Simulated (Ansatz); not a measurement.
# Ni2C: the cost of one run

Program: Ansatz 0.2.0. Level of theory: DFT PBE, scalar-relativistic, plane waves, PAW. These are calculated values, not measurements.

### Step 1. The starting structure

Symmetry: P4_2/mnm, No. 136, tetragonal system. Conventional cell: a = 4.468 Å, b = 4.468 Å, c = 2.878 Å, α = 90.00°, β = 90.00°, γ = 90.00°. Ni (site symmetry m2m) has 3 C at 1.89 to 1.93 Å as nearest neighbours. C (site symmetry mmm) is surrounded by 6 Ni at 1.89 to 1.93 Å.

Coordinates:

```
Ni C
1.0
     4.46808    0.00000    0.00000
     0.00000    4.46808    0.00000
     0.00000    0.00000    2.87789
Ni C
4 2
Direct
  0.30600 0.30600 0.00000
  0.19400 0.80600 0.50000
  0.69400 0.69400 0.00000
  0.80600 0.19400 0.50000
  0.00000 0.00000 0.00000
  0.50000 0.50000 0.50000
```

(A quick probe on a coarse mesh, which set the mesh and smearing, is not shown.)

### Step 3. Relaxing cell and atoms

File input.yaml:

```yaml
crystal:
  lattice:
    - [4.4680799727, 0.0, 0.0]
    - [0.0, 4.4680799727, 0.0]
    - [0.0, 0.0, 2.8778947843]
  atoms:
    - { symbol: Ni, position: [0.306, 0.306, 0.0] }
    - { symbol: Ni, position: [0.194, 0.806, 0.5] }
    - { symbol: Ni, position: [0.694, 0.694, 0.0] }
    - { symbol: Ni, position: [0.806, 0.194, 0.5] }
    - { symbol: C, position: [0.0, 0.0, 0.0] }
    - { symbol: C, position: [0.5, 0.5, 0.5] }
basis:
  ecutwfc: 420
kpoints:
  mp_grid: { grid: [8, 8, 14] }
hamiltonian:
  xc: pbe
scf:
  occupations: { method: gaussian, width: 0.1 }
output:
  forces: true
  stress: true
  eigenvalues: true
relax:
  adjacent_minimum: "off"
  f_tol: 0.01
  max_steps: 80
  cell: { stress_tol: 0.05 }
```

Run with:

```sh
$ ansatz run input.yaml --threads 1 --pin off --max-ram 2560MiB --backend cpu --events-out ev --progress --plain --runs-dir out
```

**Question.** How long does this run take on 1 thread of Arm Neoverse V1, shared host, and how much memory does it need?

About 2.8 min, with a peak of 0.51 GiB.
